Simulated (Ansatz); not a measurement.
# CoSi2 (Fm-3m): equation of state

An exercise on one series of results from a longer session: the logs are not shown, and one member is left open.

The COD entry's cell or inner coordinates are ideal or old and differ from later refinements, so a difference from it is no clean test against experiment.

Program: Ansatz 0.2.0. Level of theory: DFT r²SCAN, scalar-relativistic, plane waves, PAW. These are calculated values, not measurements.

## Starting point

The structure is cubic, space group Fm-3m (No. 225). Conventional cell: a = 5.315 Å, b = 5.315 Å, c = 5.315 Å, α = 90.00°, β = 90.00°, γ = 90.00°. Around Co (site symmetry m-3m) lie 8 Si at 2.30 Å. Si (site symmetry -43m) is surrounded by 4 Co at 2.30 Å.

As a file:

```cif
data_structure
_symmetry_space_group_name_H-M 'Fm-3m'
_symmetry_Int_Tables_number 225
_cell_length_a 5.3147
_cell_length_b 5.3147
_cell_length_c 5.3147
_cell_angle_alpha 90.000
_cell_angle_beta 90.000
_cell_angle_gamma 90.000
_cell_volume 150.12
loop_
_atom_site_label
_atom_site_type_symbol
_atom_site_symmetry_multiplicity
_atom_site_Wyckoff_symbol
_atom_site_fract_x
_atom_site_fract_y
_atom_site_fract_z
_atom_site_occupancy
Co1 Co 4 a 0.00000 0.00000 0.00000 1
Si1 Si 8 c 0.25000 0.75000 0.75000 1
```

This cell comes from an earlier session at r²SCAN: 12.510 Å³/atom at 0.03 GPa, on a 14×14×14 mesh.

Volume factors to run: 0.980, 1.020, 0.960, 1.040.

The first run:

input.yaml reads:

```yaml
crystal:
  lattice:
    - [0.0, 2.6395359117, 2.6395359117]
    - [2.6395359117, 0.0, 2.6395359117]
    - [2.6395359117, 2.6395359117, 0.0]
  atoms:
    - { symbol: Co, position: [0.0, 0.0, 0.0] }
    - { symbol: Si, position: [0.25, 0.25, 0.25] }
    - { symbol: Si, position: [0.75, 0.75, 0.75] }
basis:
  ecutwfc: 500
  ecutrho_ratio: 4
kpoints:
  mp_grid: { grid: [14, 14, 14] }
hamiltonian:
  xc: r2scan
scf:
  occupations: { method: gaussian, width: 0.05 }
output:
  forces: true
  stress: true
  eigenvalues: true
```

On the command line:

```sh
> ansatz run input.yaml --threads 2 --pin off --max-ram 5120MiB --backend cpu --events-out ev --progress --plain --runs-dir out
```

Steps of the session up to this table: At 0.980 of the relaxed volume; Scaling the volume by 1.020; Volume × 0.960; At 1.040 of the relaxed volume.

One table of the session follows, with a row left open; its other results are not shown here.

```
volume (Å³/atom)  energy (meV/atom)  pressure (GPa)
          12.010              13.33            8.83
          12.260                  ?               ?
          12.510               0.00            0.03
          12.760               2.92           -3.70
          13.011              11.36           -7.04
```

**Question.** Estimate the row for volume (Å³/atom) = 12.260.

Worked estimate for «energy (meV/atom)». A straight line through the neighbours (12.010, 13.33) and (12.510, 0.00) gives 13.33 + (0.00 − 13.33) × (12.260 − 12.010) / (12.510 − 12.010) = 6.67; a parabola fitted to 3 rows on both sides gives 3.47.

As computed: energy (meV/atom): 3.23; pressure (GPa): 4.19. In «energy (meV/atom)» the line misses by +3.44 and the parabola by +0.24.

volume (Å³/atom), energy (meV/atom) and a bar:
```
    12.01       13.3 ##############################
    12.26        3.2 #######
    12.51        0.0 
    12.76        2.9 #######
    13.01       11.4 ##########################
```
